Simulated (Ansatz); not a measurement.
# B (B, fcc): the cost of one run

Computed with Ansatz 0.2.0 (DFT r2SCAN, plane waves (500 eV) with PAW, scalar-relativistic; the PAW data stem from PBE, with regenerated cores, unless a step says otherwise).

### Step 1. The starting structure

Symmetry: Fm-3m, No. 225, cubic system. Conventional cell: a = 2.971 Å, b = 2.971 Å, c = 2.971 Å, α = 90.00°, β = 90.00°, γ = 90.00°. Around B (site symmetry m-3m) lie 12 B at 2.10 Å.

Structure file:

```cif
data_structure
_symmetry_space_group_name_H-M 'Fm-3m'
_symmetry_Int_Tables_number 225
_cell_length_a 2.9707
_cell_length_b 2.9707
_cell_length_c 2.9707
_cell_angle_alpha 90.000
_cell_angle_beta 90.000
_cell_angle_gamma 90.000
_cell_volume 26.22
loop_
_atom_site_label
_atom_site_type_symbol
_atom_site_symmetry_multiplicity
_atom_site_Wyckoff_symbol
_atom_site_fract_x
_atom_site_fract_y
_atom_site_fract_z
_atom_site_occupancy
B1 B 4 a 0.00000 0.00000 0.00000 1
```

### Step 2. Relaxing cell and atoms

input.yaml

```yaml
crystal:
  lattice:
    - [0.0, 1.4853449006, 1.4853449006]
    - [1.4853449006, 0.0, 1.4853449006]
    - [1.4853449006, 1.4853449006, 0.0]
  atoms:
    - { symbol: B, position: [0.0, 0.0, 0.0] }
hamiltonian:
  xc: r2scan
  pseudopotentials:
    kind: paw
    azcp:
      B: "pseudopotentials/B.paw.azcp"
basis:
  ecutwfc: 500
  fft_grid_basis: typed
kpoints:
  mp_grid: { grid: [18, 18, 18], shift: [0, 0, 0] }
magnetization:
  spin_polarized: false
scf:
  occupations: { method: fermi_dirac, width: 0.1 }
relax:
  max_steps: 60
  f_tol: 0.01
  cell: {}
```

Command:

```console
$ ansatz run input.yaml --threads 1 --pin off --max-ram 3584MiB --backend cpu --events-out ev --progress --plain --runs-dir out
```

Q: Estimate wall time and peak memory on 1 thread of Intel Xeon Platinum 8259CL at 2.50GHz (Skylake/Cascade Lake), shared host.

About 14 s, with a peak of 0.47 GiB.
